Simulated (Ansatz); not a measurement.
# EuSb: energy and pressure over a range of volumes

The task here is to estimate one member of a computed series from the others.

Method: DFT PBE, scalar-relativistic, in Ansatz 0.2.0.

1 further run of the same task is left out (set aside as unsound or not needed).

**The starting structure**

Symmetry: F-43m, No. 216, cubic system. Conventional cell: a = 7.262 Å, b = 7.262 Å, c = 7.262 Å, α = 90.00°, β = 90.00°, γ = 90.00°. Eu (site symmetry -43m) is surrounded by 4 Sb at 3.14 Å. Around Sb (site symmetry -43m) lie 4 Eu at 3.14 Å.

Structure file:

```xyz
2
Lattice="0.0000 3.6311 3.6311 3.6311 0.0000 3.6311 3.6311 3.6311 0.0000" Properties=species:S:1:pos:R:3 pbc="T T T"
Eu    0.0000    0.0000    0.0000
Sb    1.8155    1.8155    1.8155
```

The cell was relaxed by PAW from a hypothetical start (zincblende type); it needn't be the stable phase of this composition.

Atoms are numbered in the order of the input: Eu1, Sb2.

The first run:

File input.yaml:

```yaml
crystal:
  lattice:
    - [0.0, 3.5819794278, 3.5819794278]
    - [3.5819794278, 0.0, 3.5819794278]
    - [3.5819794278, 3.5819794278, 0.0]
  atoms:
    - { symbol: Eu, position: [0.0, 0.0, 0.0], spin: 7.0 }
    - { symbol: Sb, position: [0.25, 0.25, 0.25] }
magnetization:
  spin_polarized: true
kpoints:
  mp_grid: { grid: [9, 9, 9] }
scf:
  occupations: { method: fermi_dirac, width: 0.03 }
hamiltonian:
  xc: pbe
  pseudopotentials: { kind: all_electron, lapw: { basis_error: 0.0005 } }
output:
  forces: true
  stress: true
  eigenvalues: true
```

Steps of the session up to this table: Volume × 0.96, LAPW; Volume × 0.96, PAW; Volume × 0.96, crystal datasets; Volume × 0.98, LAPW; Volume × 0.98, PAW; Volume × 1.02, LAPW; Volume × 1.02, PAW; Volume × 1.04, LAPW; Volume × 1.04, PAW; Volume × 1.04, crystal datasets.

One table of the session follows, with a row left open; its other results are not shown here.

| method | volume (Å³/atom) | moment Eu1 (μB) | moment Sb2 (μB) |
| --- | --- | --- | --- |
| LAPW | 45.959 | 6.57 | -0.38 |
| LAPW | 46.916 | 6.58 | -0.39 |
| LAPW | 47.874 | 6.59 | -0.39 |
| LAPW | 48.831 | 6.60 | -0.40 |
| LAPW | 49.789 | 6.61 | -0.41 |
| PAW | 45.959 | 6.55 | -0.34 |
| PAW | 46.916 | ? | ? |
| PAW | 47.874 | 6.57 | -0.36 |
| PAW | 48.831 | 6.58 | -0.37 |
| PAW | 49.789 | 6.59 | -0.38 |
| crystal datasets | 45.959 | 6.55 | -0.34 |
| crystal datasets | 47.874 | 6.57 | -0.36 |
| crystal datasets | 49.789 | 6.60 | -0.38 |

**Question.** Estimate the row for PAW, 46.916.

**Answer.** moment Eu1 (μB): 6.56; moment Sb2 (μB): -0.35. In the column «moment Eu1 (μB)» it lies between crystal datasets, 45.959 (6.55) and LAPW, 45.959 (6.57).

Caveats from the session: Warnings in the runs' records: gradients without spin orbit, crystal datasets made.
